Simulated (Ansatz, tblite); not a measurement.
# The cluster B₈H₁₄: a ladder of methods and basis sets

An exercise on one series of results from a longer session: the logs are not shown, and one member is left open.

Program: Ansatz 0.2.0, Gaussian basis. Level of theory: as each input shows. These are calculated values, not measurements.

Levels to be run: GFN1-xTB, GFN2-xTB, PBE-D4/def2-TZVP, r2SCAN-D4/def2-TZVP, BLYP-D4/def2-TZVP, BHLYP-D4/def2-TZVP, CAM-B3LYP-D4/def2-TZVP, PBE-D4/def2-SVP, PBE0-D4/def2-SVP, HF/STO-3G, CCSD(T)/def2-SVP, MP2/def2-TZVP.

3 further runs of the same task are left out: 3 set aside as unsound or not needed.

## The relaxed structure

The geometry is that of the singlet, from an earlier relaxation (r2SCAN-D4/def2-SVP). At that level it is the lowest of the isomers that a small search found.

22 atoms, charge 0, spin multiplicity 1.

Bond lengths: B1–B2 1.900 Å, B1–B4 1.760 Å, B1–B5 1.811 Å, B1–B7 1.794 Å, B1–H15 1.199 Å, B2–B4 1.776 Å, B2–B8 1.902 Å, B2–H11 1.201 Å, B2–H13 1.340 Å, B2–H21 1.222 Å, B3–B5 1.738 Å, B3–B6 1.794 Å, B3–B7 1.791 Å, B3–H10 1.348 Å, B3–H12 1.288 Å, B3–H18 1.197 Å, B4–B5 1.796 Å, B4–B6 1.760 Å and more. Angles: B2–B1–B4 57.9°, B2–B1–B5 113.8°, B2–B1–B7 128.5°, B2–B1–H15 109.8°, B4–B1–B5 60.4°, B4–B1–B7 109.7°, B4–B1–H15 126.9°, B5–B1–B7 57.6°, B5–B1–H15 125.2°, B7–B1–H15 114.2°, B1–B2–B4 57.1°, B1–B2–B8 103.8°, B1–B2–H11 122.2°, B1–B2–H13 124.8°, B1–B2–H21 76.8°, B4–B2–B8 57.6°, B4–B2–H11 110.7°, B4–B2–H13 100.5° and more.

PBE0-D4/def2-TZVP was run before; its log isn't repeated, and its numbers join the tables.

Set-up of the first run:

Tight binding, by tblite at 300 K electronic temperature and without a spin-polarisation term:

```python
tblite.interface.Calculator('GFN1-xTB', numbers, positions, charge=0, uhf=0).singlepoint()
```

Tight binding, by tblite at 300 K electronic temperature and without a spin-polarisation term:

```python
tblite.interface.Calculator('GFN2-xTB', numbers, positions, charge=0, uhf=0).singlepoint()
```

start.molden holds the orbitals of an earlier run on this state, given as this run's starting guess.

File in.yaml:

```yaml
crystal:
  periodic: [false, false, false]
  atoms:
    - {symbol: B, position_ang: [0.748653, -1.206849, -0.272456]}
    - {symbol: B, position_ang: [0.650209, -0.853171, 1.591468]}
    - {symbol: B, position_ang: [-0.169047, 1.229135, -1.487465]}
    - {symbol: B, position_ang: [-0.764914, -0.786494, 0.520574]}
    - {symbol: B, position_ang: [-0.582114, -0.439496, -1.231791]}
    - {symbol: B, position_ang: [-1.194319, 0.812399, -0.075333]}
    - {symbol: B, position_ang: [1.070092, -0.058197, -1.613053]}
    - {symbol: B, position_ang: [-0.664171, 0.514880, 1.725170]}
    - {symbol: H, position_ang: [-0.420482, 1.700321, 1.556466]}
    - {symbol: H, position_ang: [1.175085, 1.267331, -1.392773]}
    - {symbol: H, position_ang: [0.526591, -1.729863, 2.402797]}
    - {symbol: H, position_ang: [-0.314138, 1.864843, -0.376480]}
    - {symbol: H, position_ang: [0.602731, 0.369533, 2.136882]}
    - {symbol: H, position_ang: [-2.289111, 1.301410, -0.100690]}
    - {symbol: H, position_ang: [1.185182, -2.309018, -0.454186]}
    - {symbol: H, position_ang: [-1.280826, -1.037028, -2.000626]}
    - {symbol: H, position_ang: [1.651429, -0.314407, -2.627972]}
    - {symbol: H, position_ang: [-0.497171, 1.918083, -2.410159]}
    - {symbol: H, position_ang: [-1.462030, 0.339822, 2.605465]}
    - {symbol: H, position_ang: [-1.598623, -1.611971, 0.768136]}
    - {symbol: H, position_ang: [1.823287, -0.635526, 1.327221]}
    - {symbol: H, position_ang: [1.803706, -0.335740, -0.591184]}
basis:
  gaussian: {orbitals: def2-TZVP, initial_orbitals: start.molden}
hamiltonian: {xc: pbe, dispersion: d4}
scf: {omitted_lower_state_checks: [starts]}
output: {forces: true, orbitals: {seedname: orbitals}}
```

On the command line:

```console
$ ansatz run in.yaml --threads 4 --pin off --events-out ev --progress --plain --max-ram 4787MiB
```

Steps of the session up to this table: PBE-D4/def2-TZVP; r2SCAN-D4/def2-TZVP; BLYP-D4/def2-TZVP; BHLYP-D4/def2-TZVP; CAM-B3LYP-D4/def2-TZVP; PBE-D4/def2-SVP; PBE0-D4/def2-SVP; HF/STO-3G; CCSD(T)/def2-SVP; MP2/def2-TZVP.

One table of the session follows, with a row left open; its other results are not shown here.

| method | binding an atom (eV) |
| --- | --- |
| HF/STO-3G | 4.000 |
| HF/def2-SVP | 2.922 |
| HF/def2-TZVP | 2.851 |
| PBE-D4/def2-SVP | 3.836 |
| PBE-D4/def2-TZVP | 3.803 |
| BLYP-D4/def2-TZVP | 3.668 |
| r2SCAN-D4/def2-TZVP | 3.786 |
| PBE0-D4/def2-SVP | 3.822 |
| PBE0-D4/def2-TZVP | 3.778 |
| BHLYP-D4/def2-TZVP | 3.643 |
| CAM-B3LYP-D4/def2-TZVP | 3.718 |
| MP2/def2-SVP | 3.627 |
| MP2/def2-TZVP | ? |
| CCSD/def2-SVP | 3.520 |
| CCSD(T)/def2-SVP | 3.562 |

**Question.** Estimate the row for MP2/def2-TZVP.

**Answer.** binding an atom (eV): 3.636. In the column «binding an atom (eV)» it lies between MP2/def2-SVP (3.627) and BHLYP-D4/def2-TZVP (3.643).

Among the levels timed on like hardware and quicker than the yardstick, those that no quicker one beats, quickest first: HF/STO-3G (0.35 s, +0.437 eV); PBE-D4/def2-SVP (3.5 s, +0.274 eV); PBE0-D4/def2-SVP (4.2 s, +0.260 eV); BLYP-D4/def2-TZVP (7 s, +0.105 eV); BHLYP-D4/def2-TZVP (9.5 s, +0.081 eV); MP2/def2-TZVP (10 s, +0.074 eV).

To keep in mind: Free atoms were run apart at each level; binding is atoms less cluster, divided by the number of atoms, without zero-point or spin-orbit terms. The yardstick is in a double-zeta basis, so levels in larger sets aren't compared like for like.
